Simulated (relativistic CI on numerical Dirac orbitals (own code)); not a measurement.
# Hf XXIII (Hf²²⁺): levels and lines, part 2 of 2

Aim: the low levels of Hf²²⁺, their labels and the strongest lines; runs with one setting changed show what the result hangs on.

Calculated with an in-house relativistic CI code, version 2; Dirac-Coulomb-Breit CI, KLI orbitals optimised for each configuration. The steps go on from the part before.

## Step 3: Slater integrals scaled by 0.9

Settings of the run:

```ini
atom Hf  Z=72  charge=22  electrons=50
nucleus A=180  rms_radius_fm=5.3470
hamiltonian dirac-coulomb  breit=on  qed=on  c_scale=1
orbitals kli  potential=per-configuration
slater_scale 0.9
correlation none
mixing on
configurations
  [Kr] 4d10 4f4
  [Kr] 4d10 4f3 5s
  [Kr] 4d10 4f2 5s2
  [Kr] 4d10 4f3 5p
  [Kr] 4d9 4f5
  [Kr] 4d10 4f2 5s 5p
  [Kr] 4d10 4f2 5p2
  [Kr] 4d10 4f3 5d
  [Kr] 4d10 4f2 5s 5d
  [Ar] 3d10 4s2 4p5 4d10 4f5
  [Kr] 4d10 4f2 5p 5d
  [Kr] 4d9 4f3 5s2
  [Kr] 4d9 4f4 5s
  [Kr] 4d10 4f3 5f
  [Kr] 4d10 4f2 5d2
  [Kr] 4d10 4f3 6s
  [Ar] 3d10 4s 4p6 4d10 4f5
  [Kr] 4d10 4f3 5g
  [Kr] 4d10 4f3 6d
end
```

Main fields:

```text
status: converged
levels [i, E_cm, J2, conf, term, w_term, w_jj]:
  - [0, 0, 8, "4s2 4p6 4d10 4f4", "5I", 0.8484, 0.544]
  - [1, 10789.391, 10, "4s2 4p6 4d10 4f4", "5I", 0.9249, 0.7604]
  - [2, 20378.381, 12, "4s2 4p6 4d10 4f4", "5I", 0.9091, 0.6214]
  - [3, 28513.645, 14, "4s2 4p6 4d10 4f4", "5I", 0.7993, 0.4741]
  - [4, 32251.986, 4, "4s2 4p6 4d10 4f4", "5F", 0.4631, 0.6915]
  - [5, 35225.442, 2, "4s2 4p6 4d10 4f4", "5F", 0.8195, 0.8633]
  - [6, 35538.084, 16, "4s2 4p6 4d10 4f4", "5I", 0.6514, 0.4092]
  - [7, 38202.868, 8, "4s2 4p6 4d10 4f4", "3G", 0.2811, 0.5103]
  - [8, 41059.493, 6, "4s2 4p6 4d10 4f4", "5F", 0.7204, 0.7756]
  - [9, 44080.337, 4, "4s2 4p6 4d10 4f4", "5S", 0.5913, 0.5389]
  - [10, 45225.409, 4, "4s2 4p6 4d10 4f4", "5G", 0.6399, 0.7368]
  - [11, 47075.351, 12, "4s2 4p6 4d10 4f4", "3K", 0.877, 0.5325]
  - [12, 47517.289, 6, "4s2 4p6 4d10 4f4", "5G", 0.5683, 0.9184]
  - [13, 50641.417, 14, "4s2 4p6 4d10 4f4", "3L", 0.4872, 0.5578]
  - [14, 51386.306, 10, "4s2 4p6 4d10 4f4", "5F", 0.3899, 0.4873]
  - [15, 52499.404, 8, "4s2 4p6 4d10 4f4", "5F", 0.6841, 0.7354]
  - "... 384 more rows left out ..."
n_levels_all: 9784
total_energy [Ha]: -14868.557158
configurations [conf, odd, states, E_av_cm, breit_Ha, qed_Ha, corr_Ha]:
  - ["4s2 4p6 4d10 4f4", 0, 1001, 106840, 15.57, 10.56, "-"]
  - ["4s2 4p6 4d10 4f3 5s", 1, 728, 673340, 15.59, 10.58, "-"]
  - ["4s2 4p6 4d10 4f2 5s2", 0, 91, 1.31292e+06, 15.61, 10.59, "-"]
  - ["4s2 4p6 4d10 4f3 5p", 0, 2184, 1.09495e+06, 15.59, 10.57, "-"]
  - ["4s2 4p6 4d9 4f5", 1, 20020, 1.74637e+06, 15.56, 10.56, "-"]
  - ["4s2 4p6 4d10 4f2 5s 5p", 1, 1092, 1.71342e+06, 15.61, 10.58, "-"]
  - ["4s2 4p6 4d10 4f2 5p2", 0, 1365, 2.1557e+06, 15.61, 10.57, "-"]
  - ["4s2 4p6 4d10 4f3 5d", 1, 3640, 1.67217e+06, 15.58, 10.57, "-"]
  - ["4s2 4p6 4d10 4f2 5s 5d", 0, 1820, 2.30945e+06, 15.6, 10.58, "-"]
  - ["4s2 4p5 4d10 4f5", 0, 12012, 3.32573e+06, 15.53, 10.56, "-"]
  - ["4s2 4p6 4d10 4f2 5p 5d", 1, 5460, 2.73414e+06, 15.6, 10.57, "-"]
  - ["4s2 4p6 4d9 4f3 5s2", 1, 3640, 2.93073e+06, 15.59, 10.59, "-"]
  - ["4s2 4p6 4d9 4f4 5s", 0, 20020, 2.30244e+06, 15.57, 10.58, "-"]
  - ["4s2 4p6 4d10 4f3 5f", 0, 5096, 2.28282e+06, 15.58, 10.57, "-"]
  - "... 5 more rows left out ..."
ionisation_energy [eV]: 626.974
```

Run time: 13 s. Hardware: 1 thread, shared host.

How the levels moved (cm⁻¹, from the main run's lowest level):

```tsv
level	main run	shift
4f4 5I5	10469.2	+320.2
4f4 5I6	20099	+279.6
4f4 5I7	28596	-82.4
4f4 5F2	35809	-3556.9
4f4 5I8	36160	-622.4
4f4 5F1	37707	-2481.3
4f4 [4f5/2^3 4f7/2] J=4	41878	-3674.7
4f4 5F3	43855	-2795.9
4f4 5S2	46660	-2579.6
4f4 5G2	49045	-3819.8
4f4 3K6	50000	-2925.0
4f4 [4f5/2^3 4f7/2] J=3 (ii)	51470	-3952.4
```

## Step 4: Without QED terms

Settings: those of step 3 with these lines changed.

```diff
@@ -2,5 +2,5 @@
 nucleus A=180  rms_radius_fm=5.3470
-hamiltonian dirac-coulomb  breit=on  qed=on  c_scale=1
+hamiltonian dirac-coulomb  breit=on  qed=off  c_scale=1
 orbitals kli  potential=per-configuration
-slater_scale 0.9
+slater_scale 1
 correlation none
```

Main fields:

```text
status: converged
levels [i, E_cm, J2, conf, term, w_term, w_jj]:
  - [0, 0, 8, "4s2 4p6 4d10 4f4", "5I", 0.8719, 0.5107]
  - [1, 10413.473, 10, "4s2 4p6 4d10 4f4", "5I", 0.9356, 0.7424]
  - [2, 20003.169, 12, "4s2 4p6 4d10 4f4", "5I", 0.9274, 0.6442]
  - [3, 28476.837, 14, "4s2 4p6 4d10 4f4", "5I", 0.8443, 0.4827]
  - [4, 35811.549, 4, "4s2 4p6 4d10 4f4", "5F", 0.5357, 0.6209]
  - [5, 36027.998, 16, "4s2 4p6 4d10 4f4", "5I", 0.7232, 0.4127]
  - [6, 37661.974, 2, "4s2 4p6 4d10 4f4", "5F", 0.8386, 0.8453]
  - [7, 41862.561, 8, "4s2 4p6 4d10 4f4", "3G", 0.2766, 0.4799]
  - [8, 43795.637, 6, "4s2 4p6 4d10 4f4", "5F", 0.7633, 0.7391]
  - [9, 46584.616, 4, "4s2 4p6 4d10 4f4", "5S", 0.6617, 0.5087]
  - [10, 49012.915, 4, "4s2 4p6 4d10 4f4", "5G", 0.6872, 0.6762]
  - [11, 49917.935, 12, "4s2 4p6 4d10 4f4", "3K", 0.8993, 0.5188]
  - "... 388 more rows left out ..."
n_levels_all: 9784
total_energy [Ha]: -14879.158442
configurations [conf, odd, states, E_av_cm, breit_Ha, qed_Ha, corr_Ha]:
  - ["4s2 4p6 4d10 4f4", 0, 1001, 114876, 15.57, 10.56, "-"]
  - ["4s2 4p6 4d10 4f3 5s", 1, 728, 678566, 15.59, 10.58, "-"]
  - ["4s2 4p6 4d10 4f2 5s2", 0, 91, 1.31527e+06, 15.61, 10.59, "-"]
  - ["4s2 4p6 4d10 4f3 5p", 0, 2184, 1.10246e+06, 15.59, 10.57, "-"]
  - ["4s2 4p6 4d9 4f5", 1, 20020, 1.75437e+06, 15.56, 10.56, "-"]
  - ["4s2 4p6 4d10 4f2 5s 5p", 1, 1092, 1.71807e+06, 15.61, 10.58, "-"]
  - ["4s2 4p6 4d10 4f2 5p2", 0, 1365, 2.16268e+06, 15.61, 10.57, "-"]
  - ["4s2 4p6 4d10 4f3 5d", 1, 3640, 1.67996e+06, 15.58, 10.57, "-"]
  - ["4s2 4p6 4d10 4f2 5s 5d", 0, 1820, 2.31439e+06, 15.6, 10.58, "-"]
  - ["4s2 4p5 4d10 4f5", 0, 12012, 3.33456e+06, 15.53, 10.56, "-"]
  - ["4s2 4p6 4d10 4f2 5p 5d", 1, 5460, 2.7414e+06, 15.6, 10.57, "-"]
  - ["4s2 4p6 4d9 4f3 5s2", 1, 3640, 2.93305e+06, 15.59, 10.59, "-"]
  - ["4s2 4p6 4d9 4f4 5s", 0, 20020, 2.30763e+06, 15.57, 10.58, "-"]
  - ["4s2 4p6 4d10 4f3 5f", 0, 5096, 2.29061e+06, 15.58, 10.57, "-"]
  - "... 5 more rows left out ..."
ionisation_energy [eV]: 627.24
```

It took 11 s on 1 thread, shared host.

Shifts of the excitation energies against the main run, counted from its lowest level (cm⁻¹):

```tsv
level	main run	shift
4f4 5I5	10469.2	-55.7
4f4 5I6	20099	-95.6
4f4 5I7	28596	-119.2
4f4 5F2	35809	+2.7
4f4 5I8	36160	-132.5
4f4 5F1	37707	-44.8
4f4 [4f5/2^3 4f7/2] J=4	41878	-15.1
4f4 5F3	43855	-59.8
4f4 5S2	46660	-75.3
4f4 5G2	49045	-32.3
4f4 3K6	50000	-82.4
4f4 [4f5/2^3 4f7/2] J=3 (ii)	51470	-39.5
```

## Step 5: Non-relativistic limit (c × 1000)

Settings: those of step 4 with these lines changed.

```diff
@@ -2,3 +2,3 @@
 nucleus A=180  rms_radius_fm=5.3470
-hamiltonian dirac-coulomb  breit=on  qed=off  c_scale=1
+hamiltonian dirac-coulomb  breit=off  qed=off  c_scale=1000
 orbitals kli  potential=per-configuration
```

Main fields:

```text
status: converged
levels [i, E_cm, J2, conf, term, w_term, w_jj]:
  - [0, 0, 8, "4s2 4p6 4d10 4f4", "5I", 0.9995, 0.3845]
  - [1, 0.0083940168, 10, "4s2 4p6 4d10 4f4", "5I", 0.9995, 0.5126]
  - [2, 0.018473943, 12, "4s2 4p6 4d10 4f4", "5I", 0.9995, 0.7223]
  - [3, 0.030221015, 14, "4s2 4p6 4d10 4f4", "5I", 0.9995, 0.6119]
  - [4, 0.043653598, 16, "4s2 4p6 4d10 4f4", "5I", 0.9995, 0.4604]
  - [5, 27229.953, 4, "4s2 4p6 4d10 4f4", "5S", 0.9986, 0.4534]
  - [6, 28516.263, 2, "4s2 4p6 4d10 4f4", "5F", 0.999, 0.4893]
  - [7, 28516.267, 4, "4s2 4p6 4d10 4f4", "5F", 0.999, 0.6709]
  - [8, 28516.272, 6, "4s2 4p6 4d10 4f4", "5F", 0.999, 0.3695]
  - [9, 28516.279, 8, "4s2 4p6 4d10 4f4", "5F", 0.999, 0.5027]
  - [10, 28516.287, 10, "4s2 4p6 4d10 4f4", "5F", 0.999, 0.5148]
  - [11, 36587.361, 12, "4s2 4p6 4d10 4f4", "3K", 0.9993, 0.5075]
  - [12, 36587.372, 14, "4s2 4p6 4d10 4f4", "3K", 0.9993, 0.4473]
  - [13, 36587.386, 16, "4s2 4p6 4d10 4f4", "3K", 0.9993, 0.4513]
  - [14, 44932.311, 4, "4s2 4p6 4d10 4f4", "5G", 0.9988, 0.4342]
  - [15, 44932.316, 6, "4s2 4p6 4d10 4f4", "5G", 0.9988, 0.4532]
  - "... 384 more rows left out ..."
n_levels_all: 9784
total_energy [Ha]: -14126.563932
configurations [conf, odd, states, E_av_cm, breit_Ha, qed_Ha, corr_Ha]:
  - ["4s2 4p6 4d10 4f4", 0, 1001, 88591.2, 0, 0, "-"]
  - ["4s2 4p6 4d10 4f3 5s", 1, 728, 954112, 0, 0, "-"]
  - ["4s2 4p6 4d10 4f2 5s2", 0, 91, 1.90379e+06, 0, 0, "-"]
  - ["4s2 4p6 4d10 4f3 5p", 0, 2184, 1.23461e+06, 0, 0, "-"]
  - ["4s2 4p6 4d9 4f5", 1, 20020, 1.6795e+06, 0, 0, "-"]
  - ["4s2 4p6 4d10 4f2 5s 5p", 1, 1092, 2.16161e+06, 0, 0, "-"]
  - ["4s2 4p6 4d10 4f2 5p2", 0, 1365, 2.45986e+06, 0, 0, "-"]
  - ["4s2 4p6 4d10 4f3 5d", 1, 3640, 1.72464e+06, 0, 0, "-"]
  - ["4s2 4p6 4d10 4f2 5s 5d", 0, 1820, 2.66872e+06, 0, 0, "-"]
  - ["4s2 4p5 4d10 4f5", 0, 12012, 2.98372e+06, 0, 0, "-"]
  - ["4s2 4p6 4d10 4f2 5p 5d", 1, 5460, 2.9494e+06, 0, 0, "-"]
  - ["4s2 4p6 4d9 4f3 5s2", 1, 3640, 3.46986e+06, 0, 0, "-"]
  - ["4s2 4p6 4d9 4f4 5s", 0, 20020, 2.53308e+06, 0, 0, "-"]
  - ["4s2 4p6 4d10 4f3 5f", 0, 5096, 2.31875e+06, 0, 0, "-"]
  - "... 5 more rows left out ..."
```

Run time: 7.3 s. Hardware: 1 thread, shared host.

Shifts of the excitation energies against the main run, counted from its lowest level (cm⁻¹): (levels that can't be paired are left out)

```tsv
level	main run	shift
4f4 5I5	10469.2	-10469.2
4f4 5I6	20099	-20098.7
4f4 5I7	28596	-28596.1
4f4 5I8	36160	-36160.4
4f4 5F1	37707	-9190.5
4f4 5F3	43855	-15339.2
4f4 5G2	49045	-4112.9
4f4 3K6	50000	-13413.0
4f4 [4f5/2^3 4f7/2] J=3 (ii)	51470	-6537.3
```

## Step 6: What each setting moved

The summary covers parts 1 to 2.

| run | time | mean size of shift, levels followed (cm⁻¹) | lowest level | ionisation energy (eV) |
| --- | --- | --- | --- | --- |
| main run | 14 s | 0 | 4f4 5I4 | 627.28 |
| Slater integrals scaled by 0.9 | 13 s | 2258 | 4f4 5I4 | 626.97 |
| without QED terms | 11 s | 62.9 | 4f4 5I4 | 627.24 |
| non-relativistic limit (c × 1000) | 7.3 s | 15991 | 4f4 5I4 | - |

The tabulated theoretical ionisation energy (NIST) is 650 eV.

## Step 7: Results

| quantity | value |
| --- | --- |
| lowest level | 4f4 5I4 |
| first excitation | 4f4 5I5, 10469.2 cm⁻¹ |
| lowest level of the other parity | 4f3 5s 5I°4, 588494 cm⁻¹ |
| levels in the model | 9784 |
| fastest E1 line (by rate) to the lowest level among the lowest 400 of 9784 levels | 15.35 nm, from 4f3 5s [4f5/2^2 4f7/2 5s] J=3° (iii) |
| ionisation energy | 627.28 eV |
| ionisation energy, tabulated theoretical (NIST) | 650 eV |

**Reading.** 4f4 5I4 comes out lowest; its LS label holds 87 % and its jj label 51 %; over the low levels the means are 70 and 61 %, so LS coupling describes them better. The ionisation energy agrees with the tabulated theoretical value within its uncertainty of 30 eV. Of the changes tried, the run «non-relativistic limit (c × 1000)» moves the low levels most, by 15991 cm⁻¹ on average. Lifetimes count radiative decay inside the model alone.
